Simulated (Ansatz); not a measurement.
# CH6Sn: taking an electron away

How much energy removes an electron from CH6Sn at fixed geometry? The cation is run at each level and the neutral's energy taken from earlier runs.

The runs use Ansatz 0.2.0, Gaussian basis; unrestricted cation, the program's frozen cores in correlated methods.

The runs, in order: UKS PBE-D4/def2-TZVPP; UKS r2SCAN-D4/def2-TZVPP; UKS PBE0-D4/def2-TZVPP; UKS B3LYP-D4/def2-TZVPP; UKS wB97X-V/def2-TZVPP; UKS wB97M-V/def2-TZVPP; UKS B2PLYP/def2-TZVPP; UHF-CCSD(T)/def2-TZVPP; UHF-MP2/def2-QZVPP; extrapolation to the limit; then −ε(HOMO) from the neutral's earlier runs with LDA (SPW92), PBE-D4, revPBE-D4, BLYP-D4, r2SCAN-D4, B97M-V, PBE0-D4, B3LYP-D4, r2SCANh-D4, r2SCAN0-D4, HSE06-D4, BHLYP-D4, CAM-B3LYP-D4, LC-ωPBE, ωB97X-V, ωB97M-V.

## Step 1: The relaxed structure

An earlier PBE0-D4 in a triple-zeta def2 set relaxation fixed the geometry. Sn takes the def2 core potential; no spin-orbit term is included.

SMILES `[CH3][SnH3]`, 8 atoms, charge 0, spin multiplicity 1.

Atoms are counted from 1 here; the program's logs count them from 0.

Bond lengths: C1–Sn2 2.140 Å, C1–H3 1.090 Å, C1–H4 1.090 Å, C1–H5 1.090 Å, Sn2–H6 1.709 Å, Sn2–H7 1.709 Å, Sn2–H8 1.709 Å. Angles: Sn2–C1–H3 110.0°, Sn2–C1–H4 110.0°, Sn2–C1–H5 110.0°, H3–C1–H4 109.0°, H3–C1–H5 109.0°, H4–C1–H5 109.0°, C1–Sn2–H6 110.1°, C1–Sn2–H7 110.1°, C1–Sn2–H8 110.1°, H6–Sn2–H7 108.8°, H6–Sn2–H8 108.8°, H7–Sn2–H8 108.8°.

Geometry (Å):

```
C     1.0945    0.3674   -0.1106
Sn   -0.9194   -0.3291    0.0821
H     1.3005    0.6277   -1.1488
H     1.7893   -0.4112    0.2040
H     1.2446    1.2491    0.5123
H    -2.0120    0.8868   -0.4175
H    -1.1567   -1.7164   -0.8878
H    -1.2487   -0.7315    1.7104
```

## Step 2: Cation, UKS PBE-D4/def2-TZVPP

File in.yaml:

```yaml
crystal:
  periodic: [false, false, false]
  atoms:
    - {symbol: C, position_ang: [1.094459, 0.367391, -0.110629]}
    - {symbol: Sn, position_ang: [-0.919357, -0.329068, 0.082127]}
    - {symbol: H, position_ang: [1.300518, 0.627717, -1.148804]}
    - {symbol: H, position_ang: [1.789320, -0.411191, 0.204039]}
    - {symbol: H, position_ang: [1.244608, 1.249150, 0.512261]}
    - {symbol: H, position_ang: [-2.012033, 0.886774, -0.417452]}
    - {symbol: H, position_ang: [-1.156729, -1.716411, -0.887787]}
    - {symbol: H, position_ang: [-1.248687, -0.731462, 1.710444]}
basis:
  gaussian: {orbitals: def2-TZVPP}
total_charge: 1
magnetization: {spin_polarized: true, initial_magnetization: 1}
hamiltonian: {xc: pbe, dispersion: d4}
```

After this run come: Cation, UKS r2SCAN-D4/def2-TZVPP; Cation, UKS PBE0-D4/def2-TZVPP; Cation, UKS B3LYP-D4/def2-TZVPP; Cation, UKS wB97X-V/def2-TZVPP; Cation, UKS wB97M-V/def2-TZVPP; Cation, UKS B2PLYP (frozen core)/def2-TZVPP; Cation, UHF-CCSD(T)/def2-TZVPP; Cation, UHF-MP2/def2-QZVPP.

**Question.** What will the summary of the whole plan be? Wanted: ionisation energy, CCSD(T)/CBS; nearest functional by difference; nearest −ε(HOMO); −ε(HOMO) of PBE; T1 of the cation.

**Answer**, as computed:

| quantity | value |
| --- | --- |
| ionisation energy, CCSD(T)/CBS | 10.76 eV |
| nearest functional by difference | ωB97M-V (-0.12 eV) |
| nearest −ε(HOMO) | ωB97X-V (-0.03 eV) |
| −ε(HOMO) of PBE | 7.23 eV |
| T1 of the cation | 0.016 |

In words: Energy differences with functionals land within 0.33 eV of the reference. −ε(HOMO) of PBE misses by 3.5 eV, since self-interaction lifts the level. Among orbital estimates ωB97X-V comes nearest. Hartree-Fock falls 1.16 eV short, as the neutral has more correlation energy than the cation. Correlated methods include outer-core shells of Sn, which these sets cover unevenly. With outer-core shells in play the reference is unsure by up to some tenths of an eV, so close misses can't be ranked.
